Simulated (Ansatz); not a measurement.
# H4OSe: the cost of one run

Method: RKS PBE-D4/def2-SVP; program: Ansatz 0.2.0, Gaussian basis.

Levels: PBE-D4, revPBE-D4, BLYP-D4, r2SCAN-D4, B97M-V, PBE0-D4, B3LYP-D4, HSE06-D4, wB97X-V, wB97M-V, B2PLYP, Hartree-Fock, MP2, CCSD, CCSD(T). The reference is CCSD(T) extrapolated to the basis limit. For elements past Ar these valence bases correlate outer-core shells poorly and lack relativity, so that limit is rough.

Correlated methods freeze the cores. Filled d shells of the heavier atoms are correlated. B3LYP uses VWN-RPA correlation. B2PLYP carries no dispersion term here.

176 further runs of the same task are left out: 176 set aside as unsound or not needed.

**1. The system as given**

The pair, from a GFN2-xTB docking trial: 6 atoms, charge 0, spin multiplicity 1.

Atoms are counted from 1 here; the program's logs count them from 0.

Bond lengths: O1–H2 0.960 Å, O1–H3 0.959 Å, Se4–H5 1.426 Å, Se4–H6 1.443 Å. Angles: H2–O1–H3 107.3°, H5–Se4–H6 92.3°.

As a file:

```
O    -0.3047   -0.2821   -1.3474
H     0.4030   -0.5899   -1.9179
H    -0.6229    0.5477   -1.7088
Se    0.5042    0.3840    1.1535
H    -0.5500   -0.5734    1.2309
H     0.5704    0.5136    2.5896
```

Atoms 1 to 3 are fragment A (H₂O), the rest fragment B (H₂Se).

**2. A first relaxation in a small basis**

Input file pre/in.yaml:

```yaml
crystal:
  periodic: [false, false, false]
  atoms:
    - {symbol: O, position_ang: [-0.304700, -0.282100, -1.347400]}
    - {symbol: H, position_ang: [0.403000, -0.589900, -1.917900]}
    - {symbol: H, position_ang: [-0.622900, 0.547700, -1.708800]}
    - {symbol: Se, position_ang: [0.504200, 0.384000, 1.153500]}
    - {symbol: H, position_ang: [-0.550000, -0.573400, 1.230900]}
    - {symbol: H, position_ang: [0.570400, 0.513600, 2.589600]}
basis:
  gaussian: {orbitals: def2-SVP}
hamiltonian: {xc: pbe, dispersion: d4}
relax: {f_tol: 0.03, max_steps: 250}
```

Started as:

```
ansatz run in.yaml --threads 2 --pin off --events-out ev --progress --plain --max-ram 5222MiB
```

**Question.** How long does this run take on 2 threads of Arm Neoverse V1, shared host?

About 5.5 s.
